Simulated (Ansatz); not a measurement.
# Ge3Os: the cost of one run

Computed with Ansatz 0.2.0 (DFT PBE, scalar-relativistic, plane waves, PAW, unless a step's input says otherwise).

2 further runs of the same task are left out: 1 that didn't finish, 1 set aside as unsound or not needed.

**1. Starting point**

The structure is cubic, space group Im-3m (No. 229). Conventional cell: a = 5.561 Å, b = 5.561 Å, c = 5.561 Å, α = 90.00°, β = 90.00°, γ = 90.00°. Around Ge (site symmetry 4/mmm) lie 4 Ge at 2.78 Å and 2 Os at 2.78 Å. Around Os (site symmetry m-3m) lie 6 Ge at 2.78 Å.

As a file:

```
Ge Os
1.0
    -2.78048    2.78048    2.78048
     2.78048   -2.78048    2.78048
     2.78048    2.78048   -2.78048
Ge Os
3 1
Direct
  0.00000 0.50000 0.50000
  0.50000 0.00000 0.50000
  0.50000 0.50000 0.00000
  0.00000 0.00000 0.00000
```

Recipe of the guess: random cell by space group and Wyckoff sites (Im-3m, No. 229). Lengths come from tabulated atomic sizes and are only a guess.

**2. The guess as it stands, on a coarse mesh**

input.yaml reads:

```yaml
crystal:
  lattice:
    - [-2.78047876, 2.78047876, 2.78047876]
    - [2.78047876, -2.78047876, 2.78047876]
    - [2.78047876, 2.78047876, -2.78047876]
  atoms:
    - { symbol: Ge, position: [0.0, 0.5, 0.5] }
    - { symbol: Ge, position: [0.5, 0.0, 0.5] }
    - { symbol: Ge, position: [0.5, 0.5, 0.0] }
    - { symbol: Os, position: [0.0, 0.0, 0.0] }
basis:
  ecutwfc: 420
kpoints:
  mp_grid: { grid: [4, 4, 4] }
hamiltonian:
  xc: pbe
scf:
  occupations: { method: gaussian, width: 0.1 }
  lower_state_search: "off"
output:
  forces: true
  stress: true
  eigenvalues: true
```

The run is started by

```console
$ ansatz run input.yaml --threads 1 --pin off --max-ram 2048MiB --backend cpu --events-out ev --progress --plain --runs-dir out
```

**Question.** How long does this run take on 1 thread of Arm Neoverse V1, shared host, and how much memory does it need?

About 1.6 s, with a peak of 0.33 GiB.
